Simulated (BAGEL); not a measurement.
# InH3 (SMILES [InH3]), step by step

Aim: the energy (HF/x2c-SVPall), then the energy (NEVPT2(2,2)/x2c-SVPall), then a single-point energy (CASPT2(2,2)/x2c-SVPall) of InH3. 

The calculation is run with BAGEL 1.2.2.

1 further run of the same task is left out (set aside as unsound or not needed).

### Step 1. The molecule

InH3: 4 atoms, total charge 0, spin state singlet. SMILES: `[InH3]`. The In1–H2 distance was set to 3.276 Å, away from the relaxed value. At this shape a bond of the SMILES string is far longer than usual.

Bond lengths: In1–H3 1.724 Å, In1–H4 1.724 Å. Angles: H3–In1–H4 120.0°.

### Step 2. A single-point energy at HF/x2c-SVPall (DKH2, density fitting with AutoAux) (run 1)

Input file hf.json:

```json
{ "bagel": [

{
  "title": "molecule",
  "basis": "x2c-svpall.json",
  "df_basis": "x2c-svpall-autoaux.json",
  "dkh": "true",
  "geometry": [
    { "atom": "In", "xyz": [    -0.65677809,    -2.63264171,    -1.17180027 ] },
    { "atom": "H", "xyz": [     0.78518120,     2.86482480,     1.28161226 ] },
    { "atom": "H", "xyz": [    -2.75342923,    -2.80687446,    -3.65924677 ] },
    { "atom": "H", "xyz": [     0.68095903,    -5.35176864,     0.02458534 ] }
  ]
},

{ "title": "hf" },

{ "title": "print", "file": "orbitals.molden", "orbitals": "true" }

]}
```

The basis set x2c-SVPall is read from a file made from the Basis Set Exchange's data (not shown).

Launch:

```sh
BAGEL_NUM_THREADS=1 BAGEL hf.json > hf.out
```

Standard output:

```text
* using 1 threads per process

  ===============================================================
  ===============================================================

  *** Geometry ***

  { "atom" : "In", "xyz" : [     -0.656778,     -2.632642,     -1.171800 ] },
  { "atom" : "H", "xyz" : [      0.785181,      2.864825,      1.281612 ] },
  { "atom" : "H", "xyz" : [     -2.753429,     -2.806874,     -3.659247 ] },
  { "atom" : "H", "xyz" : [      0.680959,     -5.351769,      0.024585 ] },

  Number of auxiliary basis functions:      435

  Since a DF basis is specified, we compute 2- and 3-index integrals:
    o Being stored without compression. Storage requirement is 0.009 GB

  Number of basis functions:       51
  Number of electrons      :       52

    * METHOD: MOLECULE                             0.13

  *** RHF ***

  === Nuclear Repulsion ===
    38.4137783750

      * DIIS with orbital gradients will be used.

  === RHF iteration (x2c-svpall.json) ===
      0      -5877.69402219          0.00721807           0.04
      1      -5877.72797186          0.00192357           0.03
      2      -5877.73006338          0.00055599           0.03
      3      -5877.73026829          0.00009418           0.03
      4      -5877.73027543          0.00001943           0.03
      5      -5877.73027576          0.00000186           0.03
      6      -5877.73027577          0.00000036           0.03
      7      -5877.73027577          0.00000004           0.03
      8      -5877.73027577          0.00000001           0.03
    * SCF iteration converged.

    * Permanent dipole moment:
           (    0.377093,     1.437596,     0.641637) a.u.

    * METHOD: HF                                   0.53

    * METHOD: PRINT                                0.01

  ===============================================================
```

Wall time 0.8 s (1 thread of Arm Neoverse V1, shared host); peak memory 0.14 GiB.

### Step 3. The energy at NEVPT2(2,2)/x2c-SVPall (DKH2, density fitting with AutoAux) (run 2)

Input file input.json:

```json
{ "bagel" : [

{
  "title" : "molecule",
  "basis" : "x2c-svpall.json",
  "df_basis" : "x2c-svpall-autoaux.json",
  "dkh" : "true",
  "geometry" : [
    { "atom" : "In", "xyz" : [    -0.65677809,    -2.63264171,    -1.17180027 ] },
    { "atom" : "H", "xyz" : [     0.78518120,     2.86482480,     1.28161226 ] },
    { "atom" : "H", "xyz" : [    -2.75342923,    -2.80687446,    -3.65924677 ] },
    { "atom" : "H", "xyz" : [     0.68095903,    -5.35176864,     0.02458534 ] }
  ]
},

{
  "title" : "hf"
},

{
  "title" : "nevpt2",
  "nstate" : 1,
  "nact" : 2,
  "nclosed" : 25,
  "active" : [26, 27],
  "maxiter" : 200,
  "natocc" : "true",
  "ncore" : 18
},

{
  "title" : "print",
  "file" : "orbitals.molden",
  "orbitals" : "true"
}

]}
```

The basis set x2c-SVPall is read from a file made from the Basis Set Exchange's data (not shown).

Launch:

```sh
BAGEL_NUM_THREADS=1 BAGEL input.json > input.out
```

Standard output:

```text
* using 1 threads per process

  ===============================================================
  ===============================================================

  *** Geometry ***

  { "atom" : "In", "xyz" : [     -0.656778,     -2.632642,     -1.171800 ] },
  { "atom" : "H", "xyz" : [      0.785181,      2.864825,      1.281612 ] },
  { "atom" : "H", "xyz" : [     -2.753429,     -2.806874,     -3.659247 ] },
  { "atom" : "H", "xyz" : [      0.680959,     -5.351769,      0.024585 ] },

  Number of auxiliary basis functions:      435

  Since a DF basis is specified, we compute 2- and 3-index integrals:
    o Being stored without compression. Storage requirement is 0.009 GB

  Number of basis functions:       51
  Number of electrons      :       52

[... 15 lines left out ...]
    * SCF iteration converged.
[... 1 line left out ...]
    * Permanent dipole moment:
[... 28 lines left out ...]
    * Second-order optimization converged. *

     guess   0:   closed 1.                   open ..

  === FCI iteration ===

      0  0     -5877.72082476     7.10e-02      0.00
      1  0     -5877.78406871     1.86e-02      0.00
      2  0 *   -5877.78891951     2.82e-16      0.00

     * ci vector, state   0, <S^2> = 0.0000
       2.     0.8999637046
       .2    -0.4359648270

  === DF-NEVPT2 calculation ===

    * 3-index integral transformation done
    * assembly done

      NEVPT2 correlation energy:   -0.0998530698      0.02

          (+0)     -0.0603757027
          (+0)'    -0.0196851940
          (+1)     -0.0045113827
          (+1)'    -0.0029164908
          (+2)     -0.0001791636
          (-1)     -0.0098974069
          (-1)'    -0.0011184539
          (-2)     -0.0011692752

      NEVPT2 total energy:       -5877.8887725774

    * METHOD: NEVPT2                               1.94

    * METHOD: PRINT                                0.01

  ===============================================================
```

Run time: 2.8 s. Hardware: 1 thread of Arm Neoverse V1, shared host; peak memory 0.14 GiB.

### Step 4. The energy at CASPT2(2,2)/x2c-SVPall (DKH2, density fitting with AutoAux) (run 3)

Input file input.json:

```json
{ "bagel": [

{
  "title": "molecule",
  "basis": "x2c-svpall.json",
  "df_basis": "x2c-svpall-autoaux.json",
  "angstrom": "false",
  "dkh": "true",
  "geometry": [
    { "atom": "In", "xyz": [ -0.65677809, -2.63264171, -1.17180027 ] },
    { "atom": "H", "xyz": [  0.78518120,  2.86482480,  1.28161226 ] },
    { "atom": "H", "xyz": [ -2.75342923, -2.80687446, -3.65924677 ] },
    { "atom": "H", "xyz": [  0.68095903, -5.35176864,  0.02458534 ] }
  ]
},
{
  "title": "hf"
},
{
  "title": "casscf",
  "nstate": 1,
  "nact": 2,
  "nclosed": 25,
  "active": [26, 27],
  "maxiter": 200,
  "natocc": "true"
},
{
  "title": "print",
  "file": "orbitals.molden",
  "orbitals": "true"
},
{
  "title": "smith",
  "method": "caspt2",
  "ms": "true",
  "xms": "true",
  "sssr": "true",
  "shift": 0.2,
  "shift_imag": "true",
  "ncore": 18
}

]}
```

The basis set x2c-SVPall is read from a file made from the Basis Set Exchange's data (not shown).

Launch:

```sh
BAGEL_NUM_THREADS=1 BAGEL input.json > input.out
```

Standard output:

```text
* using 1 threads per process

  ===============================================================
  ===============================================================

  *** Geometry ***

  { "atom" : "In", "xyz" : [     -0.656778,     -2.632642,     -1.171800 ] },
  { "atom" : "H", "xyz" : [      0.785181,      2.864825,      1.281612 ] },
  { "atom" : "H", "xyz" : [     -2.753429,     -2.806874,     -3.659247 ] },
  { "atom" : "H", "xyz" : [      0.680959,     -5.351769,      0.024585 ] },

  Number of auxiliary basis functions:      435

  Since a DF basis is specified, we compute 2- and 3-index integrals:
    o Being stored without compression. Storage requirement is 0.009 GB

  Number of basis functions:       51
  Number of electrons      :       52

[... 15 lines left out ...]
    * SCF iteration converged.
[... 1 line left out ...]
    * Permanent dipole moment:
[... 27 lines left out ...]
    * Second-order optimization converged. *
[... 9 lines left out ...]
     * ci vector, state   0, <S^2> = 0.0000
[... 16 lines left out ...]
    * Zeroth order energy : state  0       -0.4208669014
[... 4 lines left out ...]
       #      aibj      arbs      arbi      airj      risj      airs      arst      rist         Etot      error   time
[... 2 lines left out ...]
       0  -0.05907  -0.00144  -0.01021  -0.00490  -0.00030  -0.00255  -0.00000  -0.00000   -0.0784812  0.0006441   0.01
       1  -0.05909  -0.00145  -0.01021  -0.00493  -0.00031  -0.00258   0.00000  -0.00000   -0.0785689  0.0000901   0.01
       2  -0.05909  -0.00145  -0.01021  -0.00493  -0.00031  -0.00258  -0.00000  -0.00000   -0.0785705  0.0000128   0.01
       3  -0.05909  -0.00145  -0.01021  -0.00493  -0.00031  -0.00258  -0.00000  -0.00000   -0.0785705  0.0000020   0.01
       4  -0.05909  -0.00145  -0.01021  -0.00493  -0.00031  -0.00258   0.00000  -0.00000   -0.0785705  0.0000002   0.01

      ------------------------------------------------------------------------------------------------------------------

    * CASPT2 energy : state  0    -5877.8683816817
        w/o shift correction      -5877.8674900334
        reference weight              0.9634263404

    * METHOD: SMITH                                0.11

  ===============================================================
```

Run time: 2.8 s. Hardware: 1 thread of Arm Neoverse V1, shared host; peak memory 0.14 GiB.

### Step 5. Results

| quantity | value |
| --- | --- |
| run 1, HF/x2c-SVPall: total energy | -5877.73028 Eh |
| run 1, HF/x2c-SVPall: dipole moment | 4.11 D |
| run 1, HF/x2c-SVPall: HOMO energy | -7.74 eV |
| run 1, HF/x2c-SVPall: LUMO energy | -0.27 eV |
| run 1, HF/x2c-SVPall: HOMO–LUMO gap | 7.47 eV |
| run 2, NEVPT2(2,2)/x2c-SVPall: total energy | -5877.88877 Eh |
| run 3, CASPT2(2,2)/x2c-SVPall: total energy | -5877.86838 Eh |

One bond (run 1, HF/x2c-SVPall) is far stretched, which a spin-restricted single reference describes badly; a broken-symmetry solution may lie lower.
